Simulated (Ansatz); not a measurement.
# NiMoIrPdW (P3m1) in Ansatz: a series of runs, part 2 of 2

Ansatz 0.2.0. Earlier steps stand in the parts before.

## 4. Single point, PBE, collinear spin, ferromagnetic start, 13.96 Å³/atom (volume scaled by 0.96)

The input, input.yaml:

```yaml
crystal:
  lattice:
    - [2.7330167614, 0.0, 0.0]
    - [-1.3665083807, 2.3668533223, 0.0]
    - [0.0, 0.0, 21.585491586]
  atoms:
    - { symbol: Ni, position: [0.33333, 0.66667, 0.04433], spin: 1.0 }
    - { symbol: Ni, position: [0.66667, 0.33333, 0.95562], spin: 1.0 }
    - { symbol: Mo, position: [0.66667, 0.33333, 0.3427], spin: 1.0 }
    - { symbol: Mo, position: [0.66667, 0.33333, 0.7632], spin: 1.0 }
    - { symbol: Pd, position: [0.33333, 0.66667, 0.44768] }
    - { symbol: Pd, position: [0.33333, 0.66667, 0.65723] }
    - { symbol: Ir, position: [0.33333, 0.66667, 0.23988], spin: 0.6 }
    - { symbol: Ir, position: [0.33333, 0.66667, 0.8605], spin: 0.6 }
    - { symbol: W, position: [0.66667, 0.33333, 0.13646] }
    - { symbol: W, position: [0.66667, 0.33333, 0.5524] }
kpoints:
  mp_grid: { grid: [8, 8, 2] }
scf:
  occupations: { method: fermi_dirac, width: 0.05 }
hamiltonian:
  xc: pbe
  pseudopotentials: { kind: all_electron, lapw: { basis_error: 0.003 } }
magnetization:
  spin_polarized: true
output:
  forces: true
  stress: true
  eigenvalues: true
```

The run is started by

```console
ansatz run input.yaml --threads 8 --pin off --max-ram 24576MiB --backend cpu --events-out ev --progress --plain --runs-dir out
```

Wall time 3.1 min (8 threads of Intel Xeon Platinum 8488C (Sapphire Rapids), shared host); peak memory 4.4 GiB.

It converged, with:

- Free energy: -2426190.9317 eV
- Pressure: 11.6 GPa
- Largest force: 0.398 eV/Å
- Band gap on the k mesh: none (metal or under the smearing width)
- Net moment: 0.00 μB per cell
- Absolute moment: 0.00 μB per cell

Caveat: the k mesh is thin for a metal, which can move the energy by tens of meV per atom; the starting moments weren't kept.

## 5. Single point, PBE, collinear spin, ferromagnetic start, 14.25 Å³/atom (volume scaled by 0.98)

input.yaml, as its differences from that of step 4:

```diff
@@ -2,5 +2,5 @@
   lattice:
-    - [2.7330167614, 0.0, 0.0]
-    - [-1.3665083807, 2.3668533223, 0.0]
-    - [0.0, 0.0, 21.585491586]
+    - [2.7518657485, 0.0, 0.0]
+    - [-1.3759328742, 2.3831769645, 0.0]
+    - [0.0, 0.0, 21.7343617496]
   atoms:
```

The run is started by

```console
ansatz run input.yaml --threads 8 --pin off --max-ram 24576MiB --backend cpu --events-out ev --progress --plain --runs-dir out
```

It took 3.3 min on 8 threads of Intel Xeon Platinum 8488C (Sapphire Rapids), shared host; peak memory 4.3 GiB.

It converged, with:

* Free energy: -2426191.0846 eV
* Pressure: 5.4 GPa
* Largest force: 0.243 eV/Å
* Band gap on the k mesh: none (metal or under the smearing width)
* Net moment: 0.00 μB per cell
* Absolute moment: 0.00 μB per cell

Caveat: the k mesh is thin for a metal, which can move the energy by tens of meV per atom; the starting moments weren't kept.

## 6. Single point, PBE, collinear spin, ferromagnetic start, 14.54 Å³/atom

input.yaml, as its differences from that of step 5:

```diff
@@ -2,5 +2,5 @@
   lattice:
-    - [2.7518657485, 0.0, 0.0]
-    - [-1.3759328742, 2.3831769645, 0.0]
-    - [0.0, 0.0, 21.7343617496]
+    - [2.77046, 0.0, 0.0]
+    - [-1.38523, 2.39928, 0.0]
+    - [0.0, 0.0, 21.88122]
   atoms:
```

Potentials or basis: all-electron LAPW, scalar-relativistic.

The run is started by

```console
ansatz run input.yaml --threads 8 --pin off --max-ram 24576MiB --backend cpu --events-out ev --progress --plain --runs-dir out
```

Wall time 3 min (8 threads of Intel Xeon Platinum 8488C (Sapphire Rapids), shared host); peak memory 4.4 GiB.

It converged, with:

| Property | Result |
| --- | --- |
| Free energy | -2426191.1327 eV |
| Pressure | 0.0 GPa |
| Largest force | 0.146 eV/Å |
| Band gap on the k mesh | none (metal or under the smearing width) |
| Net moment | 0.00 μB per cell |
| Absolute moment | 0.00 μB per cell |

Caveat: the k mesh is thin for a metal, which can move the energy by tens of meV per atom; the starting moments weren't kept.

## 7. Single point, PBE, collinear spin, ferromagnetic start, 14.84 Å³/atom (volume scaled by 1.02)

input.yaml, as its differences from that of step 6:

```diff
@@ -2,5 +2,5 @@
   lattice:
-    - [2.77046, 0.0, 0.0]
-    - [-1.38523, 2.39928, 0.0]
-    - [0.0, 0.0, 21.88122]
+    - [2.7888079519, 0.0, 0.0]
+    - [-1.394403976, 2.4151697346, 0.0]
+    - [0.0, 0.0, 22.0261329649]
   atoms:
```

The run is started by

```console
ansatz run input.yaml --threads 8 --pin off --max-ram 24576MiB --backend cpu --events-out ev --progress --plain --runs-dir out
```

Run time: 2.9 min. Hardware: 8 threads of Intel Xeon Platinum 8488C (Sapphire Rapids), shared host; peak memory 4.2 GiB.

It converged, with:

| Property | Result |
| --- | --- |
| Free energy | -2426191.0869 eV |
| Pressure | -4.9 GPa |
| Largest force | 0.220 eV/Å |
| Band gap on the k mesh | none (metal or under the smearing width) |
| Net moment | 0.00 μB per cell |
| Absolute moment | 0.00 μB per cell |

Caveat: the k mesh is thin for a metal, which can move the energy by tens of meV per atom; the starting moments weren't kept.

## 8. Single point, PBE, collinear spin, ferromagnetic start, 15.13 Å³/atom (volume scaled by 1.04)

input.yaml, as its differences from that of step 7:

```diff
@@ -2,5 +2,5 @@
   lattice:
-    - [2.7888079519, 0.0, 0.0]
-    - [-1.394403976, 2.4151697346, 0.0]
-    - [0.0, 0.0, 22.0261329649]
+    - [2.8069176019, 0.0, 0.0]
+    - [-1.403458801, 2.4308530944, 0.0]
+    - [0.0, 0.0, 22.1691638101]
   atoms:
```

The run is started by

```console
ansatz run input.yaml --threads 8 --pin off --max-ram 24576MiB --backend cpu --events-out ev --progress --plain --runs-dir out
```

Run time: 2.9 min. Hardware: 8 threads of Intel Xeon Platinum 8488C (Sapphire Rapids), shared host; peak memory 4.2 GiB.

The run converged. Its results:

```
Free energy            : -2426190.9577 eV
Pressure               : -9.2 GPa
Largest force          : 0.289 eV/Å
Band gap on the k mesh : none (metal or under the smearing width)
Net moment             : 0.00 μB per cell
Absolute moment        : 0.00 μB per cell
```

Caveat: the k mesh is thin for a metal, which can move the energy by tens of meV per atom; the starting moments weren't kept.

## 9. Single point, PBE, collinear spin, ferromagnetic start, 15.42 Å³/atom (volume scaled by 1.06)

input.yaml, as its differences from that of step 8:

```diff
@@ -2,5 +2,5 @@
   lattice:
-    - [2.8069176019, 0.0, 0.0]
-    - [-1.403458801, 2.4308530944, 0.0]
-    - [0.0, 0.0, 22.1691638101]
+    - [2.82479654, 0.0, 0.0]
+    - [-1.41239827, 2.4463366526, 0.0]
+    - [0.0, 0.0, 22.3103724822]
   atoms:
```

Potentials or basis: all-electron LAPW, scalar-relativistic.

The run is started by

```console
ansatz run input.yaml --threads 8 --pin off --max-ram 24576MiB --backend cpu --events-out ev --progress --plain --runs-dir out
```

Run time: 3.1 min. Hardware: 8 threads of Intel Xeon Platinum 8488C (Sapphire Rapids), shared host; peak memory 4.2 GiB.

Results (log left out):

```yaml
Free_energy: -2426190.7539 eV
Pressure: -13.1 GPa
Largest_force: 0.352 eV/Å
Band_gap_on_the_k_mesh: none (metal or under the smearing width)
Net_moment: 0.00 μB per cell
Absolute_moment: 0.00 μB per cell
```

Caveat: the k mesh is thin for a metal, which can move the energy by tens of meV per atom; the starting moments weren't kept.

## 10. Band structure, PBE, collinear spin, ferromagnetic start

input.yaml, as its differences from that of step 9:

```diff
@@ -2,5 +2,5 @@
   lattice:
-    - [2.82479654, 0.0, 0.0]
-    - [-1.41239827, 2.4463366526, 0.0]
-    - [0.0, 0.0, 22.3103724822]
+    - [2.77046, 0.0, 0.0]
+    - [-1.38523, 2.39928, 0.0]
+    - [0.0, 0.0, 21.88122]
   atoms:
@@ -18,2 +18,13 @@
   mp_grid: { grid: [8, 8, 2] }
+  band_path:
+    path:
+      - [0.0, 0.0, 0.0]
+      - [0.5, 0.0, 0.0]
+      - [0.3333333333, 0.3333333333, 0.0]
+      - [0.0, 0.0, 0.0]
+      - [0.0, 0.0, 0.5]
+      - [0.5, 0.0, 0.5]
+      - [0.3333333333, 0.3333333333, 0.5]
+      - [0.0, 0.0, 0.5]
+    npoints: 12
 scf:
@@ -22,3 +33,3 @@
   xc: pbe
-  pseudopotentials: { kind: all_electron, lapw: { basis_error: 0.003 } }
+  pseudopotentials: { kind: all_electron, lapw: { basis_error: 0.002 } }
 magnetization:
```

The run is started by

```console
ansatz run input.yaml --threads 8 --pin off --max-ram 24576MiB --backend cpu --events-out ev --progress --plain --runs-dir out
```

It took 8 min on 8 threads of AMD EPYC 7R43 (Zen 3), shared host; peak memory 4.5 GiB.

Results (log left out):

| Item | Value |
| --- | --- |
| Free energy | -2426191.1343 eV |
| Pressure | 0.0 GPa |
| Largest force | 0.146 eV/Å |
| Band gap along the path | none (metal or under the smearing width) |
| Net moment | 0.00 μB per cell |
| Absolute moment | 0.00 μB per cell |

Forces on the atoms (eV/Å):
```
Ni   0.000  0.000 -0.014
Ni   0.000  0.000 -0.013
Mo   0.000  0.000 -0.146
Mo   0.000  0.000 -0.087
Pd   0.000  0.000 -0.016
Pd   0.000  0.000  0.022
Ir   0.000  0.000  0.011
Ir   0.000  0.000  0.101
W    0.000  0.000  0.131
W    0.000  0.000  0.012
```

Stress tensor (GPa, compression positive):
```
-0.21  0.00  0.00
 0.00 -0.21  0.00
 0.00  0.00  0.33
```

Levels at the corners of the path, in eV from the Fermi level:
Spin up:
| point | band 161 | band 162 | band 163 | band 164 | band 165 | band 166 |
| --- | --- | --- | --- | --- | --- | --- |
| Γ | -0.63 | -0.62 | -0.41 | -0.34 | -0.34 | -0.08 |
| M | 0.96 | 1.32 | 1.36 | 1.56 | 1.63 | 1.84 |
| K | 0.30 | 0.37 | 0.82 | 0.94 | 1.42 | 1.44 |
| Γ | -0.63 | -0.62 | -0.41 | -0.34 | -0.34 | -0.08 |
| A | -0.65 | -0.65 | -0.31 | -0.31 | -0.11 | -0.11 |
| L | 0.93 | 0.95 | 1.38 | 1.55 | 1.79 | 1.79 |
| H | 0.26 | 0.30 | 0.94 | 1.03 | 1.31 | 1.44 |
| A | -0.65 | -0.65 | -0.31 | -0.31 | -0.11 | -0.11 |
Spin down:
| point | band 159 | band 160 | band 161 | band 162 | band 163 | band 164 | band 165 | band 166 | band 167 | band 168 |
| --- | --- | --- | --- | --- | --- | --- | --- | --- | --- | --- |
| Γ | -1.00 | -0.63 | -0.63 | -0.62 | -0.41 | -0.34 | -0.34 | -0.08 | -0.08 | 0.31 |
| M | 0.47 | 0.92 | 0.96 | 1.32 | 1.36 | 1.56 | 1.63 | 1.84 | 2.23 | 2.32 |
| K | -0.05 | 0.26 | 0.30 | 0.37 | 0.82 | 0.94 | 1.42 | 1.44 | 1.58 | 1.94 |
| Γ | -1.00 | -0.63 | -0.63 | -0.62 | -0.41 | -0.34 | -0.34 | -0.08 | -0.08 | 0.31 |
| A | -1.00 | -1.00 | -0.65 | -0.65 | -0.31 | -0.31 | -0.11 | -0.11 | 0.03 | 0.33 |
| L | 0.68 | 0.86 | 0.93 | 0.95 | 1.38 | 1.55 | 1.79 | 1.79 | 2.19 | 2.36 |
| H | -0.05 | 0.15 | 0.26 | 0.30 | 0.94 | 1.03 | 1.31 | 1.44 | 1.59 | 1.91 |
| A | -1.00 | -1.00 | -0.65 | -0.65 | -0.31 | -0.31 | -0.11 | -0.11 | 0.03 | 0.33 |

Caveat: the k mesh is thin for a metal, which can move the energy by tens of meV per atom; spin-orbit coupling is left out, which moves the levels of the heavy elements; the starting moments weren't kept.
